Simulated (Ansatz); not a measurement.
# CH4S2Si: the cost of one run

All numbers are computed with Ansatz 0.2.0, driven from Python. Level of theory: CAM-B3LYP/def2-SVP.

## (1) The structure

Bond lengths: C1–S2 1.794 Å, S2–Si3 2.130 Å, Si3–S4 2.092 Å, C1–H5 1.151 Å, C1–H6 1.085 Å, C1–H7 1.081 Å, S4–H8 1.376 Å. Angles: C1–S2–Si3 102.0°, S2–C1–H5 107.6°, S2–C1–H6 112.4°, S2–C1–H7 113.9°, H5–C1–H6 102.5°, H5–C1–H7 106.8°, H6–C1–H7 112.6°, S2–Si3–S4 109.1°, Si3–S4–H8 94.3°.

No structure file is read: the coordinates are typed or built in the script.

## (2) The code

Contents of run_scan.py:

```python
"""Potential curve of CH4S2Si along one bond."""

import ansatz as az
import matplotlib.pyplot as plt
import numpy as np

molecule = (
    az.Crystal.molecule()
    .atom("C", (0.2106, 1.2279, -0.3026))
    .atom("S", (-0.35, 0.494, 1.2349))
    .atom("Si", (0.7278, -1.3426, 1.2676))
    .atom("S", (-0.0012, -2.5907, -0.2442))
    .atom("H", (-0.3323, 2.2354, -0.4267))
    .atom("H", (-0.1235, 0.672, -1.1723))
    .atom("H", (1.2701, 1.439, -0.3255))
    .atom("H", (-1.3092, -2.192, -0.0869))
)

symbols = [site.symbol for site in molecule.cartesian_sites]
start = np.array([site.position_ang for site in molecule.cartesian_sites])
axis = (start[4] - start[0]) / np.linalg.norm(start[4] - start[0])
moving = [4]
lengths, energies = [0.98, 1.06, 1.15, 1.27, 1.44, 1.73, 2.07, 2.53], []
for length in lengths:
    xyz = start.copy()
    xyz[moving] += (length - np.linalg.norm(start[4] - start[0])) * axis
    point = az.Crystal.molecule()
    for symbol, place in zip(symbols, xyz):
        point = point.atom(symbol, place.tolist())
    setup = (
        point.calculation()
        .basis(gaussian="def2-SVP")
        .functional("CAM-B3LYP")
    )
    report = setup.run(threads=1, backend="cpu").report
    energies.append(report["free_energy_ev"])
    print(f"r = {length:6.3f} A  E = {energies[-1]:.5f} eV  <S^2> = {abs(report['mean_field']['state']['spin_squared']):.3f}")

print("energy above the lowest point (eV):", [round(e - min(energies), 3) for e in energies])
plt.figure(figsize=(4.5, 3))
plt.plot(lengths, np.array(energies) - min(energies), "o-")
plt.xlabel("bond length (A)")
plt.ylabel("E - E(min) (eV)")
plt.tight_layout()
plt.savefig("scan.png", dpi=100)
```

## (3) The calls as engine input

The engine receives this input (first run):

```yaml
crystal:
  periodic: [false, false, false]
  atoms:
    - { symbol: C, position_ang: [0.2106, 1.2279, -0.3026] }
    - { symbol: S, position_ang: [-0.35, 0.494, 1.2349] }
    - { symbol: Si, position_ang: [0.7278, -1.3426, 1.2676] }
    - { symbol: S, position_ang: [-0.0012, -2.5907, -0.2442] }
    - { symbol: H, position_ang: [-0.25157411503156846, 2.085590957624434, -0.40824709463145636] }
    - { symbol: H, position_ang: [-0.1235, 0.672, -1.1723] }
    - { symbol: H, position_ang: [1.2701, 1.439, -0.3255] }
    - { symbol: H, position_ang: [-1.3092, -2.192, -0.0869] }
basis:
  gaussian:
    orbitals: def2-SVP
hamiltonian:
  xc: cam_b3lyp
```

## (4) Launch

On the command line:

```sh
> python run_scan.py
```

**Question.** How long does this script take on 1 thread of Arm Neoverse V1, shared host, and how much memory does it need?

About 28 s, with a peak of 0.3 GiB.
